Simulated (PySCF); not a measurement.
# [GdI2]+: other functionals and bases at one geometry

The task here is to estimate one member of a computed series from the others.

Method: several levels, as the steps say, no spin–orbit coupling; program: PySCF 2.14.0.

1 further run of the same task is left out (for a known fault of the program).

## The starting structure

3 atoms, charge 1, spin multiplicity 1.

Bond lengths: Gd1–I2 2.751 Å, Gd1–I3 2.751 Å. Angles: I2–Gd1–I3 108.2°.

Geometry (Å):

```
Gd    0.00000    0.00000   -1.01485
I     2.22825    0.00000    0.59880
I    -2.22825    0.00000    0.59880
```

Formal oxidation states: Gd +3. Each metal's 7 4f electrons lie in its core potential, so multiplicities, spins and levels count the valence alone. An earlier session relaxed this geometry at PBE0, Gd lcecp-1-SVP with ECP53, I def2-SVP with ECP28 (singlet, point group C2v).

At PBE0 on the finer grid: E = -631.205511 Eh, HOMO -11.85 eV, LUMO -7.62 eV, Mulliken charge on Gd1 +1.12 e, largest force component 0.010 eV/Å. 

Levels to run: TPSSh; BLYP; PBE0, TZVP. Hardware: 2 threads of Arm Neoverse V1, shared host.

The first run:

File run.py (the lines that set the calculation):

```python
mol = gto.M(atom='''
Gd     0.00000     0.00000    -1.01485
I      2.22825     0.00000     0.59880
I     -2.22825     0.00000     0.59880''',
    basis={'Gd': 'lcecp-1-SVP', 'I': 'def2-SVP'},
    ecp={'Gd': 'lcecp-1-SVP', 'I': 'def2-SVP'},
    charge=1, spin=0)
mf = dft.RKS(mol, xc='TPSSH')
mf.grids.atom_grid = (75, 302)  # f atoms: unpruned, at least (60, 302)
mf = mf.density_fit()  # fitting sets: Gd AutoAux, I def2-universal-JKFIT
mf.conv_tol = 1e-08; mf.max_cycle = 55
mf.kernel(dm0)  # dm0: the density of the relaxed state
```

On the command line:

```bash
$ OMP_NUM_THREADS=2 python run.py
```

Steps of the session up to this table: TPSSh; BLYP; PBE0, TZVP.

One table of the session follows, with a row left open; its other results are not shown here.

| level | HOMO (eV) | gap (eV) | charge on Gd1 (e) | dipole (D) | largest force component (eV/Å) |
| --- | --- | --- | --- | --- | --- |
| PBE0 (relaxed here) | -11.85 | 4.22 | 1.12 | 7.64 | 0.01 |
| TPSSh | -11.30 | 3.44 | 1.14 | 7.57 | 0.20 |
| BLYP | ? | ? | ? | ? | ? |
| PBE0, TZVP | -11.78 | 4.28 | 1.39 | 7.40 | 0.07 |

**Question.** Estimate the row for BLYP.

The run gave: HOMO (eV): -10.60; gap (eV): 2.31; charge on Gd1 (e): 0.95; dipole (D): 6.87; largest force component (eV/Å): 0.59. In the column «HOMO (eV)» it is the highest.

The dipole of a charged species depends on the origin, so these sizes hold for this origin alone.

In one basis the HOMO–LUMO gap runs from 2.31 eV (BLYP) to 4.22 eV (PBE0). The largest leftover force, 0.59 eV/Å with BLYP, stands at a geometry relaxed at another level. With 4f in the core, its levels are missing from HOMO and gap, and its count is fixed, so no charge can pass from the ligands into it. Total energies of different levels can't be compared.
